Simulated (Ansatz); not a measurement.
Born–Oppenheimer molecular dynamics of a periodic cell of 21 atoms, Li7H6Cl2O6 (host Li4H3ClO3, host structure P2_1/m, one Li atom removed), cell charge -1. It goes on from the last frame of an earlier run, with new velocities.

The calculation used Ansatz, DFT PBE, scalar-relativistic, plane waves, PAW. Settings: cutoff 420 eV, k mesh 2x2x2, fermi-dirac smearing 0.05 eV, no spin polarisation.

| Item | Value |
| --- | --- |
| ensemble | NVT, Langevin thermostat |
| time step | 0.5 fs |
| steps asked | 260 |
| set temperature | 1560 K |
| friction | 0.005 /fs |
| seed | 683640 |

Frames 2.5 fs apart, positions in Å.

Velocities at 105.0 fs (Å/ps):

```
Li -15.09 -0.52 21.16
Li 1.64 -8.16 -26.50
Li -7.55 12.15 40.45
Li -8.11 8.52 8.53
Li 17.27 -13.87 -7.26
Li -11.20 1.42 -0.76
Li 25.95 -28.15 -11.46
H -20.50 2.93 11.55
H -2.48 9.95 52.56
H 16.75 53.08 51.23
H -46.47 61.76 41.50
H -7.41 -56.73 52.34
H -29.28 61.15 26.29
Cl 1.03 -6.81 8.85
Cl -13.06 1.74 -15.70
O 14.55 -8.14 6.92
O 15.38 1.34 -22.12
O -7.93 4.41 -3.52
O 0.01 10.48 1.27
O -11.03 -7.75 1.98
O 11.29 11.46 1.42
```

```xyz
21
Lattice="5.5667 0.0000 0.0000 0.0000 7.6280 0.0000 -0.4892 0.0000 6.3831" Properties=species:S:1:pos:R:3 time_fs=105.0 energy_less_start_eV=-1.048 T=2196
Li 4.892 5.876 1.247
Li -0.987 3.065 5.288
Li 1.984 7.481 3.242
Li 1.622 1.767 4.945
Li 2.283 4.006 0.785
Li 3.186 1.918 7.245
Li 1.552 4.894 -1.623
H 2.204 6.705 0.607
H 3.958 1.012 4.134
H 2.590 5.424 1.858
H 5.117 0.132 1.970
H 5.262 3.884 1.216
H 0.548 7.433 5.497
Cl 3.279 5.606 3.915
Cl 1.117 1.968 2.069
O 1.921 6.330 1.598
O 3.495 1.794 4.549
O 4.357 4.152 1.149
O 0.998 -0.064 4.577
O 0.765 3.426 5.718
O 4.445 7.550 1.282
21
Lattice="5.5667 0.0000 0.0000 0.0000 7.6280 0.0000 -0.4892 0.0000 6.3831" Properties=species:S:1:pos:R:3 time_fs=107.5 energy_less_start_eV=-1.787 T=2468
Li 4.855 5.872 1.296
Li -0.985 3.045 5.222
Li 1.969 7.510 3.337
Li 1.601 1.794 4.963
Li 2.324 3.962 0.766
Li 3.162 1.913 7.247
Li 1.617 4.828 -1.651
H 2.146 6.679 0.721
H 3.956 1.037 4.276
H 2.596 5.658 1.971
H 4.975 0.306 2.058
H 5.252 3.722 1.343
H 0.506 7.585 5.484
Cl 3.283 5.590 3.939
Cl 1.084 1.972 2.032
O 1.957 6.309 1.612
O 3.532 1.800 4.497
O 4.332 4.162 1.139
O 0.996 -0.040 4.587
O 0.741 3.413 5.722
O 4.472 7.580 1.285
21
Lattice="5.5667 0.0000 0.0000 0.0000 7.6280 0.0000 -0.4892 0.0000 6.3831" Properties=species:S:1:pos:R:3 time_fs=110.0 energy_less_start_eV=-1.392 T=2313
Li 4.823 5.870 1.338
Li -0.977 3.034 5.157
Li 1.966 7.542 3.415
Li 1.593 1.836 4.979
Li 2.364 3.914 0.740
Li 3.146 1.901 7.258
Li 1.688 4.764 -1.677
H 2.135 6.649 0.852
H 4.040 0.938 4.400
H 2.657 5.911 2.113
H 4.818 0.472 2.101
H 5.127 3.582 1.442
H 0.481 7.738 5.363
Cl 3.289 5.574 3.964
Cl 1.052 1.976 1.993
O 1.986 6.285 1.627
O 3.562 1.811 4.448
O 4.310 4.163 1.126
O 0.984 -0.017 4.610
O 0.723 3.401 5.726
O 4.500 7.616 1.286
21
Lattice="5.5667 0.0000 0.0000 0.0000 7.6280 0.0000 -0.4892 0.0000 6.3831" Properties=species:S:1:pos:R:3 time_fs=112.5 energy_less_start_eV=-1.286 T=2302
Li 4.796 5.872 1.378
Li -0.968 3.030 5.095
Li 1.978 7.571 3.474
Li 1.593 1.877 4.989
Li 2.398 3.865 0.709
Li 3.143 1.880 7.271
Li 1.760 4.694 -1.701
H 2.206 6.752 0.757
H 4.118 0.884 4.536
H 2.870 6.115 2.322
H 4.652 0.584 2.089
H 4.900 3.521 1.500
H 0.348 7.896 5.339
Cl 3.298 5.559 3.987
Cl 1.024 1.983 1.954
O 1.994 6.261 1.651
O 3.592 1.815 4.401
O 4.290 4.154 1.115
O 0.971 0.006 4.635
O 0.712 3.388 5.733
O 4.526 7.656 1.293
21
Lattice="5.5667 0.0000 0.0000 0.0000 7.6280 0.0000 -0.4892 0.0000 6.3831" Properties=species:S:1:pos:R:3 time_fs=115.0 energy_less_start_eV=-0.160 T=1925
Li 4.774 5.874 1.422
Li -0.953 3.034 5.028
Li 1.999 7.602 3.505
Li 1.597 1.921 4.988
Li 2.429 3.815 0.673
Li 3.150 1.853 7.279
Li 1.821 4.626 -1.725
H 2.268 6.837 0.750
H 4.106 0.985 4.651
H 2.993 6.320 2.428
H 4.506 0.658 2.070
H 4.709 3.452 1.573
H 0.227 8.022 5.316
Cl 3.305 5.545 4.007
Cl 0.999 1.992 1.917
O 2.005 6.240 1.673
O 3.628 1.808 4.352
O 4.266 4.143 1.099
O 0.952 0.028 4.669
O 0.709 3.374 5.737
O 4.548 7.703 1.298
21
Lattice="5.5667 0.0000 0.0000 0.0000 7.6280 0.0000 -0.4892 0.0000 6.3831" Properties=species:S:1:pos:R:3 time_fs=117.5 energy_less_start_eV=-0.362 T=1984
Li 4.755 5.877 1.468
Li -0.932 3.050 4.971
Li 2.031 7.634 3.524
Li 1.596 1.971 4.981
Li 2.454 3.775 0.642
Li 3.164 1.817 7.290
Li 1.881 4.569 -1.748
H 2.264 6.814 0.939
H 4.073 1.113 4.760
H 2.942 6.460 2.400
H 4.413 0.678 2.081
H 4.581 3.382 1.694
H 0.216 8.081 5.205
Cl 3.312 5.530 4.029
Cl 0.976 2.002 1.883
O 2.031 6.227 1.691
O 3.666 1.797 4.302
O 4.239 4.133 1.075
O 0.928 0.057 4.717
O 0.710 3.361 5.733
O 4.564 7.751 1.305
21
Lattice="5.5667 0.0000 0.0000 0.0000 7.6280 0.0000 -0.4892 0.0000 6.3831" Properties=species:S:1:pos:R:3 time_fs=120.0 energy_less_start_eV=-0.143 T=1916
Li 4.741 5.870 1.518
Li -0.908 3.079 4.927
Li 2.065 7.673 3.532
Li 1.592 2.027 4.964
Li 2.467 3.740 0.612
Li 3.177 1.777 7.296
Li 1.936 4.514 -1.773
H 2.238 6.840 1.122
H 4.094 1.125 4.898
H 2.744 6.502 2.267
H 4.352 0.654 2.133
H 4.460 3.438 1.764
H 0.166 8.141 5.127
Cl 3.318 5.513 4.049
Cl 0.954 2.013 1.849
O 2.067 6.216 1.720
O 3.699 1.788 4.255
O 4.210 4.110 1.056
O 0.905 0.087 4.764
O 0.711 3.350 5.726
O 4.571 7.795 1.312
21
Lattice="5.5667 0.0000 0.0000 0.0000 7.6280 0.0000 -0.4892 0.0000 6.3831" Properties=species:S:1:pos:R:3 time_fs=122.5 energy_less_start_eV=0.166 T=1893
Li 4.723 5.862 1.576
Li -0.877 3.115 4.891
Li 2.105 7.719 3.536
Li 1.588 2.073 4.940
Li 2.467 3.714 0.584
Li 3.189 1.730 7.304
Li 1.989 4.464 -1.806
H 2.216 7.035 1.065
H 4.099 1.160 4.971
H 2.724 6.530 2.312
H 4.360 0.601 2.206
H 4.353 3.583 1.800
H 0.027 8.222 5.106
Cl 3.324 5.498 4.069
Cl 0.933 2.026 1.817
O 2.089 6.199 1.753
O 3.731 1.774 4.213
O 4.178 4.074 1.040
O 0.888 0.118 4.812
O 0.711 3.344 5.718
O 4.574 7.841 1.320
21
Lattice="5.5667 0.0000 0.0000 0.0000 7.6280 0.0000 -0.4892 0.0000 6.3831" Properties=species:S:1:pos:R:3 time_fs=125.0 energy_less_start_eV=0.796 T=1692
Li 4.702 5.853 1.631
Li -0.846 3.160 4.858
Li 2.145 7.770 3.547
Li 1.586 2.099 4.910
Li 2.456 3.701 0.561
Li 3.192 1.686 7.308
Li 2.038 4.419 -1.843
H 2.156 7.110 1.034
H 4.037 1.261 4.945
H 2.881 6.558 2.518
H 4.412 0.517 2.283
H 4.290 3.679 1.938
H -0.011 8.226 5.048
Cl 3.327 5.481 4.091
Cl 0.915 2.040 1.792
O 2.100 6.192 1.766
O 3.761 1.750 4.174
O 4.145 4.036 1.017
O 0.864 0.155 4.865
O 0.710 3.337 5.706
O 4.572 7.886 1.333
21
Lattice="5.5667 0.0000 0.0000 0.0000 7.6280 0.0000 -0.4892 0.0000 6.3831" Properties=species:S:1:pos:R:3 time_fs=127.5 energy_less_start_eV=0.810 T=1715
Li 4.679 5.838 1.676
Li -0.814 3.210 4.824
Li 2.179 7.822 3.565
Li 1.594 2.114 4.882
Li 2.436 3.696 0.540
Li 3.194 1.647 7.304
Li 2.082 4.369 -1.876
H 2.090 6.990 1.138
H 3.982 1.323 4.956
H 2.908 6.445 2.590
H 4.489 0.407 2.325
H 4.229 3.780 2.031
H 0.014 8.193 4.958
Cl 3.333 5.465 4.115
Cl 0.899 2.055 1.768
O 2.122 6.209 1.778
O 3.784 1.725 4.133
O 4.113 3.999 0.996
O 0.842 0.195 4.918
O 0.713 3.334 5.692
O 4.563 7.920 1.345
```

Of the whole run (130 fs, mean temperature of the second half 2027 K): The mean temperature of the second half is 30 % above the set value. A run of 0.13 ps of so small a system gives no equilibrium averages. Limits of this set-up: coarse k mesh, charged cell in a uniform background, uncorrected.

Time of the run: 11 min on 1 CPU thread of a shared host.
